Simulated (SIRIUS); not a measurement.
NiSb (Breithauptite): equation of state with PBE

Crystal: NiSb (Breithauptite).

```xyz
4
Lattice="3.9280 0.0000 0.0000 -1.9640 3.4017 0.0000 0.0000 0.0000 5.1200" Properties=species:S:1:pos:R:3 pbc="T T T"
Sb    1.9640    1.1339    3.8400
Sb    0.0000    2.2678    1.2800
Ni    0.0000    0.0000    2.5600
Ni    0.0000    0.0000    0.0000
```

```
Program                                     : SIRIUS 7.12.0
Task                                        : equation of state
Functional                                  : PBE
Potentials or basis                         : all-electron FP-LAPW
Cutoff                                      : 200 eV
Basis                                       : apw+lo standard
k mesh                                      : 8 × 8 × 5
Occupations                                 : fermi-dirac, width 0.05 eV
Spin                                        : collinear spin, ferromagnetic start
Starting moments                            : [0.0, 0.0, 1.0, 1.0] μB
Muffin tin radii                            : Ni 2.3, Sb 2.44 bohr
Basis cutoff (gk_cutoff)                    : 3.83 1/bohr
Cutoff of density and potential (pw_cutoff) : 20 1/bohr
lmax of the basis                           : 11
lmax of density and potential               : 8
Valence relativity                          : iora
Core states                                 : Ni 1s2s2p, Sb 1s2s2p3s3p3d
Local orbitals (radial functions)           : Ni 13, Sb 14
Smallest sphere radius times basis cutoff   : 8.81
```

```json
{
  "Equilibrium volume": "17.63 Å³/atom",
  "Bulk modulus at fixed shape and positions": "111 GPa",
  "Pressure derivative of the bulk modulus": "5.1 (rough: it moves with the points fitted)"
}
```

Energy against volume, from the lowest point:
| volume (Å³/atom) | energy (meV/atom) |
| --- | --- |
| 16.077 | 57.04 |
| 16.419 | 33.10 |
| 16.761 | 16.04 |
| 17.103 | 5.33 |
| 17.446 | 0.16 |
| 17.788 | 0.00 |
| 18.130 | 4.05 |

All runs of the series together: 45 min on 2 threads of Arm Neoverse N1 (shared host).

Caveat: the cell was scaled at fixed shape and fractional positions, which overstates the stiffness of a crystal with free parameters, most of all of layers and chains. Spin-orbit coupling is left out, which matters for the levels of Sb.
